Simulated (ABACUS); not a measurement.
# Bi2Te3 (Tellurobismuthite) (R-3m) in ABACUS: single point with PBEsol

Aim: the single point of Bi2Te3 (Tellurobismuthite) with PBEsol.

Everything below comes from runs of ABACUS 3.10.1. Logs are shortened: lines on timing, memory, paths and dates and some standing lists are left out, and cuts for length are marked.

**Measured values to compare with.**

From “Vacancy and Antisite-Induced Ferromagnetism in Liquid-Phase Exfoliated Bi2Te3”, 2024, arxiv:2412.10539, for a bulk crystal of Bi2Te3: band gap 0.17 eV.

The results are compared with them further down.

## 1. Starting point

The structure is trigonal, space group R-3m (No. 166). Conventional cell: a = 4.386 Å, b = 4.386 Å, c = 30.497 Å, α = 90.00°, β = 90.00°, γ = 120.00°. Around Bi (site symmetry 3m) lie 6 Te at 3.07 to 3.25 Å. Te (site symmetry 3m) has 3 Bi at 3.07 Å as nearest neighbours. Te (site symmetry -3m) is surrounded by 6 Bi at 3.25 Å.

## 2. Single point, PBEsol

INPUT reads:

```
INPUT_PARAMETERS
suffix              Bi2Te3
calculation         scf
basis_type          pw
pseudo_dir          ./
symmetry            1
dft_functional      pbesol
ecutwfc             83
pseudo_rcut         7
nspin               1
nbands              53
ks_solver           dav
smearing_method     fd
smearing_sigma      0.00367493
scf_thr             1e-08
scf_nmax            100
mixing_type         broyden
mixing_beta         0.7
cal_force           1
cal_stress          1
out_chg             1
out_pot             2
out_elf             1
```

STRU reads:

```
ATOMIC_SPECIES
Bi 208.9804 83_Bi_15_2.4_2.8_pbe_n_v1.0.upf
Te 127.6000 52_Te_16_2.3_2.3_pbe_n_v1.0.upf

LATTICE_CONSTANT
1.8897261246

LATTICE_VECTORS
2.1930000000 1.2661291403 10.1656666667
-2.1930000000 1.2661291403 10.1656666667
0.0000000000 -2.5322582807 10.1656666667

ATOMIC_POSITIONS
Cartesian

Bi
0.0
2
0.0000000000 -0.0000000001 18.2982000001 1 1 1
0.0000000000 0.0000000000 12.1988000000 1 1 1

Te
0.0
3
0.0000000000 -0.0000000001 24.1078785001 1 1 1
0.0000000000 0.0000000000 6.3891215000 1 1 1
0.0000000000 0.0000000000 0.0000000000 1 1 1
```

KPT reads:

```
K_POINTS
0
Gamma
6 6 6 0 0 0
```

Potentials or basis: SPMS ONCV 1.0 PBE, plane waves.

On the command line:

```
$ OMP_NUM_THREADS=1 mpirun -np 4 abacus > log
```

running log:

```text
ABACUS v3.10.1

               Atomic-orbital Based Ab-initio Computation at UStc

 ------------------------------------------------------------------------------------

 READING GENERAL INFORMATION
                           global_out_dir = OUT.Bi2Te3/
                           global_in_card = INPUT
                               pseudo_dir = ./
                              orbital_dir =
                                    DSIZE = 4
                                    GSIZE = 1

 READING UNITCELL INFORMATION
                                    ntype = 2
                  lattice constant (Bohr) = 1.88973
              lattice constant (Angstrom) = 1

 READING ATOM TYPE 1
                               atom label = Bi
                      L=0, number of zeta = 1
                      L=1, number of zeta = 1
                      L=2, number of zeta = 1
             number of atom for this type = 2

 READING ATOM TYPE 2
                               atom label = Te
                      L=0, number of zeta = 1
                      L=1, number of zeta = 1
                      L=2, number of zeta = 1
             number of atom for this type = 3

                        TOTAL ATOM NUMBER = 5
CARTESIAN COORDINATES ( UNIT =       1.889726124600 Bohr ).
    atom                   x                   y                   z     mag                  vx                  vy                  vz
tauc_Bi1            0.0000000000       -0.0000000001       18.2982000001  0.0000        0.0000000000        0.0000000000        0.0000000000
tauc_Bi2            0.0000000000       -0.0000000000       12.1988000000  0.0000        0.0000000000        0.0000000000        0.0000000000
tauc_Te1            0.0000000000       -0.0000000001       24.1078785001  0.0000        0.0000000000        0.0000000000        0.0000000000
tauc_Te2            0.0000000000        0.0000000000        6.3891215000  0.0000        0.0000000000        0.0000000000        0.0000000000
tauc_Te3            0.0000000000        0.0000000000        0.0000000000  0.0000        0.0000000000        0.0000000000        0.0000000000

                          Volume (Bohr^3) = 1142.88
                             Volume (A^3) = 169.357

 Lattice vectors: (Cartesian coordinate: in unit of a_0)
               +2.193            +1.26613            +10.1657
               -2.193            +1.26613            +10.1657
                   +0            -2.53226            +10.1657
 Reciprocal vectors: (Cartesian coordinate: in unit of 2 pi/a_0)
            +0.227998           +0.131635          +0.0327901
            -0.227998           +0.131635          +0.0327901
                   +0            -0.26327          +0.0327901
 The esolver type has been set to : ksdft_pw

                PAO radial cut off (Bohr) = 7

 Read in pseudopotential file is 83_Bi_15_2.4_2.8_pbe_n_v1.0.upf
                     pseudopotential type = NC
          exchange-correlation functional = PBE
                 nonlocal core correction = 1
                        valence electrons = 15
                                     lmax = 2
                           number of zeta = 3
[... 5 lines left out ...]
                           L of projector = 2
                           L of projector = 2
 XC functional updated to : pbesol
          exchange-correlation functional = PBESOL
                PAO radial cut off (Bohr) = 7

 Read in pseudopotential file is 52_Te_16_2.3_2.3_pbe_n_v1.0.upf
                     pseudopotential type = NC
          exchange-correlation functional = PBE
                 nonlocal core correction = 1
                        valence electrons = 16
                                     lmax = 2
                           number of zeta = 3
[... 5 lines left out ...]
                           L of projector = 2
                           L of projector = 2
 XC functional updated to : pbesol
          exchange-correlation functional = PBESOL
     initial pseudo atomic orbital number = 45

 SETUP THE ELECTRONS NUMBER
            electron number of element Bi = 15
      total electron number of element Bi = 30
            electron number of element Te = 16
      total electron number of element Te = 48
            AUTOSET number of electrons:  = 78
                           occupied bands = 39
                                   NBANDS = 53
                                   NLOCAL = 45

%%%%%%%%%%%%%%%%%%%%%%%%%%%%%%%%%%%%%%%%%%%%%%%%%%%%%%%%%%%%%%%%%%%%%%%%%%%%%%%%%%%%%%%%%%%%%%%%%%%%%%%%%%
 Warning: the number of valence electrons in pseudopotential > 5 for Bi: [Xe] 4f14 5d10 6s2 6p3
 Warning: the number of valence electrons in pseudopotential > 6 for Te: [Kr] 4d10 5s2 5p4
 Pseudopotentials with additional electrons can yield (more) accurate outcomes, but may be less efficient.
 If you're confident that your chosen pseudopotential is appropriate, you can safely ignore this warning.
%%%%%%%%%%%%%%%%%%%%%%%%%%%%%%%%%%%%%%%%%%%%%%%%%%%%%%%%%%%%%%%%%%%%%%%%%%%%%%%%%%%%%%%%%%%%%%%%%%%%%%%%%%

 SETUP THE PLANE WAVE BASIS
 energy cutoff for charge/potential (unit:Ry) = 332
            fft grid for charge/potential = [ 120, 120, 120 ]
                        fft grid division = [ 1, 1, 1 ]
        big fft grid for charge/potential = [ 120, 120, 120 ]
                                     nbxx = 432000
                                     nrxx = 432000

 SETUP PLANE WAVES FOR CHARGE/POTENTIAL
                    number of plane waves = 116685
                         number of sticks = 4237

 PARALLEL PW FOR CHARGE/POTENTIAL
     PROC   COLUMNS(POT)             PW
        1           1059          29171
        2           1059          29171
        3           1059          29171
        4           1060          29172
 --------------- sum -------------------
        4           4237         116685
                            number of |g| = 7896
                                  max |g| = 30.0294
                                  min |g| = 0.00967672

----------- Double Check Mixing Parameters Begin ------------
mixing_type: broyden
mixing_beta: 0.7
mixing_gg0: 1
mixing_gg0_min: 0.1
mixing_ndim: 8
[... 33 lines left out ...]
                                       S3 = 0
                                       S4 = 0
                                       S6 = 2
                              POINT GROUP = D_3d
                                       C2 = 3
                                       C3 = 2
                                       C4 = 0
                                       C6 = 0
                                       S1 = 3
                                       S3 = 0
                                       S4 = 0
                                       S6 = 2
               POINT GROUP IN SPACE GROUP = D_3d

 SETUP K-POINTS
                                    nspin = 1
                   Input type of k points = Monkhorst-Pack(Gamma)
                                   nkstot = 216
                       right hand lattice = 1
(for reciprocal lattice: )
                             BRAVAIS TYPE = 7
                     BRAVAIS LATTICE NAME = 07. Rhombohedral (Trigonal) cell
                                    ibrav = 7
                       right hand lattice = 1
(for k-lattice: )
                             BRAVAIS TYPE = 7
                     BRAVAIS LATTICE NAME = 07. Rhombohedral (Trigonal) cell
                                    ibrav = 7
                       right hand lattice = 1
                        ROTATION MATRICES = 12
                               nkstot_ibz = 32
K-POINTS REDUCTION ACCORDING TO SYMMETRY
     IBZ    DIRECT_X    DIRECT_Y    DIRECT_Z  WEIGHT  ibz2bz
       1  0.00000000  0.00000000  0.00000000  0.0046       0
       2  0.16666667  0.00000000  0.00000000  0.0278       1
       3  0.33333333  0.00000000  0.00000000  0.0278       2
       4  0.50000000  0.00000000  0.00000000  0.0139       3
       5  0.16666667  0.16666667  0.00000000  0.0278       7
       6  0.33333333  0.16666667  0.00000000  0.0556       8
[... 22 lines left out ...]
      29 -0.33333333  0.33333333  0.33333333  0.0278      88
      30  0.50000000  0.50000000  0.33333333  0.0278      93
[... 2 further k points ...]

                               nkstot now = 32
[... K-POINTS DIRECT COORDINATES: 32 rows ...]

           k-point number in this process = 32
       minimum distributed K point number = 32
[... stars of the k points ...]

[... K-POINTS CARTESIAN COORDINATES: 32 rows ...]

[... K-POINTS DIRECT COORDINATES: 32 rows ...]

 SETUP PLANE WAVES FOR WAVE FUNCTIONS
     energy cutoff for wavefunc (unit:Ry) = 83
              fft grid for wave functions = [ 120, 120, 120 ]
                    number of plane waves = 18029
                         number of sticks = 1213

 PARALLEL PW FOR WAVE FUNCTIONS
     PROC   COLUMNS(POT)             PW
        1            303           4507
        2            303           4507
        3            304           4508
        4            303           4507
 --------------- sum -------------------
        4           1213          18029

 SETUP NONLOCAL PSEUDOPOTENTIALS IN PLANE WAVE BASIS
 Bi non-local projectors:
 projector 1 L=0
 projector 2 L=0
 projector 3 L=1
 projector 4 L=1
 projector 5 L=2
 projector 6 L=2
 Te non-local projectors:
 projector 1 L=0
 projector 2 L=0
 projector 3 L=1
 projector 4 L=1
 projector 5 L=2
 projector 6 L=2
      TOTAL NUMBER OF NONLOCAL PROJECTORS = 90

 Init Non-Local PseudoPotential table :
 Init Non-Local-Pseudopotential done.

                                     npwx = 3698

 Make real space PAO into reciprocal space.
       max mesh points in Pseudopotential = 701
     dq(describe PAO in reciprocal space) = 0.01
                                    max q = 1098

 number of pseudo atomic orbitals for Bi is 3
WARNING: norm of atomic wavefunction # 2 of atomic type Bi is 0.999963, renormalized
WARNING: norm of atomic wavefunction # 3 of atomic type Bi is 0.995752, renormalized

 number of pseudo atomic orbitals for Te is 3
WARNING: norm of atomic wavefunction # 2 of atomic type Te is 0.999976, renormalized
WARNING: norm of atomic wavefunction # 3 of atomic type Te is 0.998669, renormalized

 -------------------------------------------
[... 6 lines left out ...]

 Notice: Threshold on eigenvalues was too large.
 hsover_error=0.78 > DRHO=0.115062
 Origin diag ethr = 0.01
 New diag ethr = 0.000147515

 Density error is 0.115413963657
                          Error Threshold = 0.000147515352395
----------------------------------------------------------
     Energy           Rydberg                 eV
----------------------------------------------------------
 E_KohnSham     -901.9772795103      -12272.0304678787
 E_Harris       -902.8404236550      -12283.7741464426
 E_Fermi        0.7422413353         10.0987114512
----------------------------------------------------------
[... 75 lines left out ...]
 Density error is 2.13625457374e-09
                          Error Threshold = 6.6841191712e-11
----------------------------------------------------------
     Energy           Rydberg                 eV
----------------------------------------------------------
 E_KohnSham     -902.0099486973      -12272.4749549713
 E_KS(sigma->0) -902.0099364320      -12272.4747880925
 E_Harris       -902.0096164420      -12272.4704344062
 E_band         -68.5852434841       -933.1501101014
 E_one_elec     -332.1692942681      -4519.3951026843
 E_Hartree      197.0101405706       2680.4604755409
 E_xc           -205.1723904527      -2791.5135824373
 E_Ewald        -561.6783800164      -7642.0264116329
 E_entropy(-TS) -0.0000245307        -0.0003337577
 E_descf        0.0000000000         0.0000000000
 E_exx          0.0000000000         0.0000000000
 E_Fermi        0.7410016049         10.0818440543
----------------------------------------------------------

 charge density convergence is achieved
 final etot is -12272.474955 eV
 EFERMI = 10.081844054 eV
The vacuum level is 5.6128698166 eV

 STATE ENERGY(eV) AND OCCUPATIONS    NSPIN == 1
 1/32 kpoint (Cartesian) = 0.0000 0.0000 0.0000 (3625 pws)
       1       -26.6058     0.00925926
       2       -26.6058     0.00925926
       3       -26.6009     0.00925926
       4       -26.6009     0.00925926
       5       -26.6008     0.00925926
       6       -26.5988     0.00925926
[... 320 lines left out ...]
      52        17.7892    1.26029e-68
      53        18.1942    3.82702e-72

[... levels at 26 further k points ...]

------------------------------------------------------------------------------------------
 TOTAL-FORCE (eV/Angstrom)
------------------------------------------------------------------------------------------
                       Bi1         0.0000000000         0.0000000000        -0.0283780446
                       Bi2         0.0000000000         0.0000000000         0.0283780446
                       Te1         0.0000000000         0.0000000000        -0.1006811683
                       Te2         0.0000000000         0.0000000000         0.1006811683
                       Te3         0.0000000000         0.0000000000         0.0000000000
------------------------------------------------------------------------------------------

----------------------------------------------------------------
 TOTAL-STRESS (KBAR)
----------------------------------------------------------------
        -4.6939175590        -0.0000000000        -0.0000000000
        -0.0000000000        -4.6939175590        -0.0000000000
         0.0000000000        -0.0000000000        -8.0538502414
----------------------------------------------------------------
 TOTAL-PRESSURE: -5.813895 KBAR

 --------------------------------------------
 !FINAL_ETOT_IS -12272.4749549713051238 eV
 --------------------------------------------
```

Wall time 18 min (4 MPI ranks of Intel Xeon Platinum 8259CL at 2.50GHz (Skylake/Cascade Lake), shared host); peak memory 1.1 GiB.

What came out:

| Property | Result |
| --- | --- |
| Free energy | -12272.4750 eV |
| Pressure | -0.6 GPa |
| Largest force | 0.101 eV/Å |
| Band gap on the k mesh | 0.23 eV, direct |

Forces on the atoms (eV/Å):
```
Bi   0.000  0.000 -0.028
Bi   0.000  0.000  0.028
Te   0.000  0.000 -0.101
Te   0.000  0.000  0.101
Te   0.000  0.000  0.000
```

Caveat: the potentials were made for another functional, which shifts forces and pressure; spin-orbit coupling is left out, which as a rule narrows the gap of such compounds by several tenths of an eV.

## 3. How close it comes

Step 2. Measured gap of Bi2Te3: 0.17 eV (quoted in “Vacancy and Antisite-Induced Ferromagnetism in Liquid-Phase Exfoliated Bi2Te3”, 2024, arxiv:2412.10539). This calculation gives 0.23 eV (+0.06 eV). Spin-orbit coupling on Bi, Te is left out. The value is that of PBEsol on a finite k mesh, which can miss the band edges, without temperature or zero-point motion.
